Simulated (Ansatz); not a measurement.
# FH3Sn: the cost of one run

Method: PBE0-D4/def2-TZVP structures, single points in def2-TZVPP, no counterpoise correction; program: Ansatz 0.2.0, Gaussian basis.

Levels: SPW92, PBE-D4, BLYP-D4, r2SCAN-D4, B97M-V, PBE0-D4, B3LYP-D4, r2SCAN0-D4, BHLYP-D4, CAM-B3LYP-D4, wB97X-V, wB97M-V, B2PLYP, PBE-QIDH, RPA on PBE, Hartree-Fock, MP2, CCSD, CCSD(T).

Cores are frozen in the correlated methods. Filled d shells of the heavier atoms are correlated. Core potentials replace the inner electrons past krypton, and spin-orbit coupling is left out. B3LYP uses VWN-RPA correlation. B2PLYP carries no dispersion term here.

88 further runs of the same task are left out: 88 set aside as unsound or not needed.

### 1 Starting geometry

The complex: 9 atoms, charge 0, spin multiplicity 1.

Atoms are counted from 1 here; the program's logs count them from 0.

Bond lengths: Sn1–F2 1.954 Å, Sn1–H3 1.693 Å, Sn1–H4 1.697 Å, Sn1–H5 1.707 Å, H6–O7 0.976 Å, O7–O8 1.426 Å, O8–H9 0.965 Å. Angles: F2–Sn1–H3 106.2°, F2–Sn1–H4 106.1°, F2–Sn1–H5 100.3°, H3–Sn1–H4 117.1°, H3–Sn1–H5 113.2°, H4–Sn1–H5 112.1°, H6–O7–O8 100.0°, O7–O8–H9 101.7°.

Geometry (Å):

| atom | x (Å) | y (Å) | z (Å) |
| --- | --- | --- | --- |
| Sn1 | -0.26087 | 1.25438 | -0.66348 |
| F2 | 1.21613 | 0.74127 | 0.50862 |
| H3 | -0.17862 | 0.22510 | -2.00527 |
| H4 | -1.66461 | 1.17417 | 0.28716 |
| H5 | 0.18069 | 2.86317 | -1.02314 |
| H6 | 1.25955 | -1.03026 | 0.74089 |
| O7 | 0.86328 | -1.91912 | 0.66587 |
| O8 | -0.47630 | -1.56486 | 0.33072 |
| H9 | -0.93925 | -1.74396 | 1.15833 |

Its parts: SnH3F holds atoms 1, 2, 3, 4, 5; H2O2 holds atoms 6, 7, 8, 9. Each part counts its atoms afresh in its own runs.

### 2 Relaxing SnH3F alone

Input file relax-a/in.yaml:

```yaml
crystal:
  periodic: [false, false, false]
  atoms:
    - {symbol: Sn, position_ang: [-0.260867, 1.254384, -0.663483]}
    - {symbol: F, position_ang: [1.216132, 0.741268, 0.508617]}
    - {symbol: H, position_ang: [-0.178620, 0.225100, -2.005267]}
    - {symbol: H, position_ang: [-1.664606, 1.174171, 0.287163]}
    - {symbol: H, position_ang: [0.180688, 2.863170, -1.023142]}
basis:
  gaussian: {orbitals: def2-TZVP}
hamiltonian: {xc: pbe0, dispersion: d4}
relax: {f_tol: 0.005, max_steps: 200}
```

The run is started by

```console
$ ansatz run in.yaml --threads 4 --pin off --events-out ev --progress --plain --max-ram 9574MiB
```

**Question.** How long does this run take on 4 threads of Arm Neoverse V2, shared host?

About 2.9 s.
